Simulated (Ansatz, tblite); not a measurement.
# Closo-1-NB4 (H on N) (B₄NH₅): spin states and exact exchange

Aim: set other spin states of closo-1-NB4 (H on N) (B₄NH₅) against its singlet, on many levels of theory.

Method: as each input shows; program: Ansatz 0.2.0, Gaussian basis.

Levels to be run: triplet, at the geometry of the singlet (GFN1-xTB, GFN2-xTB, PBE0-D4/def2-TZVP, PBE-D4/def2-TZVP, r2SCAN-D4/def2-TZVP); the singlet's energies come from earlier runs.

**1. The geometry**

The geometry is that of the singlet, from an earlier relaxation (B3LYP-D4/def2-SVP).

10 atoms, charge 0, spin multiplicity 1.

Bond lengths: B1–B2 1.850 Å, B1–N3 1.512 Å, B1–B4 1.664 Å, B1–B5 1.850 Å, B1–H6 1.196 Å, B2–N3 1.512 Å, B2–B4 1.664 Å, B2–B5 1.850 Å, B2–H7 1.196 Å, N3–B5 1.512 Å, N3–H8 1.013 Å, B4–B5 1.664 Å, B4–H9 1.193 Å, B5–H10 1.196 Å. Angles: B2–B1–N3 52.3°, B2–B1–B4 56.2°, B2–B1–B5 60.0°, B2–B1–H6 148.5°, N3–B1–B4 95.1°, N3–B1–B5 52.3°, N3–B1–H6 124.8°, B4–B1–B5 56.2°, B4–B1–H6 140.1°, B5–B1–H6 148.5°, B1–B2–N3 52.3°, B1–B2–B4 56.2°, B1–B2–B5 60.0°, B1–B2–H7 148.5°, N3–B2–B4 95.1°, N3–B2–B5 52.3°, N3–B2–H7 124.8°, B4–B2–B5 56.2° and more.

As a file:

| atom | x (Å) | y (Å) | z (Å) |
| --- | --- | --- | --- |
| B1 | 0.12247 | 0.67247 | 0.82057 |
| B2 | 0.66409 | -0.82841 | -0.11517 |
| N3 | 0.64454 | 0.60461 | -0.59668 |
| B4 | -0.77353 | -0.72560 | 0.71611 |
| B5 | -0.79354 | 0.14939 | -0.69894 |
| H6 | 0.38703 | 1.53525 | 1.60512 |
| H7 | 1.52567 | -1.61999 | -0.36208 |
| H8 | 1.25661 | 1.17873 | -1.16329 |
| H9 | -1.49466 | -1.40204 | 1.38367 |
| H10 | -1.53868 | 0.43558 | -1.58931 |

**2. Triplet at the fixed geometry, GFN1-xTB**

Tight binding, by tblite at 300 K electronic temperature and without a spin-polarisation term:

```python
tblite.interface.Calculator('GFN1-xTB', numbers, positions, charge=0, uhf=2).singlepoint()
```

Energy -307.6338 eV; 0.004 s.

**3. Triplet at the fixed geometry, GFN2-xTB**

Tight binding, by tblite at 300 K electronic temperature and without a spin-polarisation term:

```python
tblite.interface.Calculator('GFN2-xTB', numbers, positions, charge=0, uhf=2).singlepoint()
```

Energy -278.4719 eV; 0.004 s.

**4. Triplet at the fixed geometry, PBE0-D4/def2-TZVP**

File in.yaml:

```yaml
crystal:
  periodic: [false, false, false]
  atoms:
    - {symbol: B, position_ang: [0.122473, 0.672471, 0.820570]}
    - {symbol: B, position_ang: [0.664089, -0.828410, -0.115166]}
    - {symbol: N, position_ang: [0.644538, 0.604612, -0.596684]}
    - {symbol: B, position_ang: [-0.773533, -0.725602, 0.716106]}
    - {symbol: B, position_ang: [-0.793541, 0.149391, -0.698940]}
    - {symbol: H, position_ang: [0.387032, 1.535254, 1.605122]}
    - {symbol: H, position_ang: [1.525674, -1.619994, -0.362085]}
    - {symbol: H, position_ang: [1.256609, 1.178725, -1.163289]}
    - {symbol: H, position_ang: [-1.494660, -1.402039, 1.383667]}
    - {symbol: H, position_ang: [-1.538682, 0.435583, -1.589311]}
basis:
  gaussian: {orbitals: def2-TZVP}
magnetization: {spin_polarized: true, initial_magnetization: 2}
hamiltonian: {xc: pbe0, dispersion: d4}
scf: {omitted_lower_state_checks: [starts]}
output: {orbitals: {seedname: orbitals}}
```

On the command line:

```
> ansatz run in.yaml --threads 4 --pin off --events-out ev --progress --plain --max-ram 3916MiB
```

Standard output:

```text
Functional definition: PBE0
  name "PBE0"
  cite "Adamo & Barone, J. Chem. Phys. 110, 6158 (1999) doi:10.1063/1.478522"
  cite "Perdew, Burke & Ernzerhof, Phys. Rev. Lett. 77, 3865 (1996) doi:10.1103/PhysRevLett.77.3865"
  parent pbe
  parameter a = 0.25
  parameter kappa = 0.804
  parameter beta = 0.06672455060314922
  exchange = (1 - a)*pbe_x(kappa = kappa, mu = beta*pi^2/3) + a*exact_x
  correlation = pbe_c(beta = beta)
these checks for a lower state are left out or cut short: starts
1051 factors; their error is unknown
mean field evaluation 1: about -4259.9042 eV, gradient 4.1e1 eV
mean field evaluation 2: about -4253.4643 eV, gradient 5.5e1 eV
mean field evaluation 4: about -4268.0424 eV, gradient 4.3e0 eV
mean field evaluation 8: about -4268.1402 eV, gradient 1.9e-1 eV
mean field evaluation 16: about -4268.1555 eV, gradient 3.3e-2 eV
mean field evaluation 32: about -4268.1572 eV, gradient 9.1e-4 eV
mean field -4268.15718529 eV, -156.8518834985 hartree, gradient 8.5e-6 eV, S^2 2.007710; 0 other end points of the search recorded, 0 dependent functions left out
reference -4268.15722616 eV, -156.8518850007 hartree; 17, 15 occupied and 168, 170 virtual orbitals, 1051 factors
Total energy: -4268.31962384 eV, -156.8578530052 hartree
Checks for a lower state left out: starts
```

Run time: 15 s. Hardware: 4 threads of Arm Neoverse V1, shared host; peak memory 0.61 GiB.

HOMO -3.21 eV, LUMO -5.36 eV (over both spins; with the spin held, an empty level of the minority spin lies below the top filled one); ⟨S²⟩ 2.008 (pure: 2.00).

**5. Triplet at the fixed geometry, PBE-D4/def2-TZVP**

start.molden holds the orbitals of an earlier run on this state, given as this run's starting guess.

in.yaml: that of step 4 with these lines changed.

```diff
@@ -14,5 +14,5 @@
 basis:
-  gaussian: {orbitals: def2-TZVP}
+  gaussian: {orbitals: def2-TZVP, initial_orbitals: start.molden}
 magnetization: {spin_polarized: true, initial_magnetization: 2}
-hamiltonian: {xc: pbe0, dispersion: d4}
+hamiltonian: {xc: pbe, dispersion: d4}
 scf: {omitted_lower_state_checks: [starts]}
```

The command is unchanged.

Standard output:

```text
Functional definition: PBE
  name "PBE"
  cite "Perdew, Burke & Ernzerhof, Phys. Rev. Lett. 77, 3865 (1996) doi:10.1103/PhysRevLett.77.3865"
  parent pbe
  parameter kappa = 0.804
  parameter beta = 0.06672455060314922
  exchange = pbe_x(kappa = kappa, mu = beta*pi^2/3)
  correlation = pbe_c(beta = beta)
these checks for a lower state are left out or cut short: starts
1051 factors; their error is unknown
mean field evaluation 1: about -4267.3236 eV, gradient 5.4e0 eV
mean field evaluation 2: about -4267.4054 eV, gradient 9.2e-2 eV
mean field evaluation 4: about -4267.3869 eV, gradient 6.4e-4 eV
mean field evaluation 8: about -4267.3869 eV, gradient 7.0e-5 eV
mean field -4267.38693808 eV, -156.8235774356 hartree, gradient 2.4e-6 eV, S^2 2.005567; 0 other end points of the search recorded, 0 dependent functions left out
reference -4267.38699290 eV, -156.8235794502 hartree; 17, 15 occupied and 168, 170 virtual orbitals, 1051 factors
Total energy: -4267.58307495 eV, -156.8307853328 hartree
Checks for a lower state left out: starts
```

It took 6.5 s on 4 threads of Arm Neoverse V1, shared host.

HOMO -2.38 eV, LUMO -6.43 eV (over both spins; with the spin held, an empty level of the minority spin lies below the top filled one); ⟨S²⟩ 2.006 (pure: 2.00).

**6. Triplet at the fixed geometry, r2SCAN-D4/def2-TZVP**

in.yaml: that of step 5 with these lines changed.

```diff
@@ -16,3 +16,3 @@
 magnetization: {spin_polarized: true, initial_magnetization: 2}
-hamiltonian: {xc: pbe, dispersion: d4}
+hamiltonian: {xc: r2scan, dispersion: d4}
 scf: {omitted_lower_state_checks: [starts]}
```

The command is unchanged.

Standard output:

```text
Functional definition: r2SCAN
  name "r2SCAN"
  cite "Furness, Kaplan, Ning, Perdew & Sun, J. Phys. Chem. Lett. 11, 8208 (2020) doi:10.1021/acs.jpclett.0c02405"
  cite "Furness, Kaplan, Ning, Perdew & Sun, J. Phys. Chem. Lett. 11, 9248 (2020) doi:10.1021/acs.jpclett.0c03077"
  parent r2scan
  parameter k0 = 0.174
  parameter k1 = 0.065
  parameter a1 = 4.9479
  exchange = r2scan_x(k0 = k0, k1 = k1, a1 = a1)
  correlation = r2scan_c
these checks for a lower state are left out or cut short: starts
1051 factors; their error is unknown
mean field evaluation 1: about -4271.1372 eV, gradient 3.2e0 eV
mean field evaluation 2: about -4271.1786 eV, gradient 4.2e-2 eV
mean field evaluation 4: about -4271.1657 eV, gradient 2.5e-4 eV
mean field evaluation 8: about -4271.1657 eV, gradient 8.2e-5 eV
mean field -4271.16570674 eV, -156.9624446226 hartree, gradient 8.6e-6 eV, S^2 2.012526; 0 other end points of the search recorded, 0 dependent functions left out
reference -4271.16572734 eV, -156.9624453797 hartree; 17, 15 occupied and 168, 170 virtual orbitals, 1051 factors
Total energy: -4271.21037160 eV, -156.9640860261 hartree
Checks for a lower state left out: starts
```

Run time: 12 s. Hardware: 4 threads of Arm Neoverse V1, shared host.

HOMO -2.53 eV, LUMO -6.03 eV (over both spins; with the spin held, an empty level of the minority spin lies below the top filled one); ⟨S²⟩ 2.013 (pure: 2.00).

**7. Triplet less singlet, vertical**

The singlet's energies are those of its earlier runs, whose logs aren't repeated here.

| level | triplet less singlet, vertical (eV) | time |
| --- | --- | --- |
| GFN1-xTB | +4.782 | 0.009 s |
| GFN2-xTB | +4.332 | 0.008 s |
| PBE-D4/def2-TZVP | +4.630 | 9 s |
| r2SCAN-D4/def2-TZVP | +4.577 | 14 s |
| PBE0-D4/def2-TZVP | +4.694 | 16 s |

Times add the two runs; a level without a time comes out of a correlated run. Tight binding without a spin term can't rank spin states.

**8. Outcome**

```
                                                quantity                                      value
triplet less singlet, vertical, functionals in def2-TZVP  +4.577 (r2SCAN-D4) to +4.694 eV (PBE0-D4)
```

All functionals put the triplet above the singlet, over a spread of 0.117 eV. The checks for a lower triplet were left out, so another state of that spin may lie lower. These are electronic energies, without zero-point motion, entropy or surroundings.
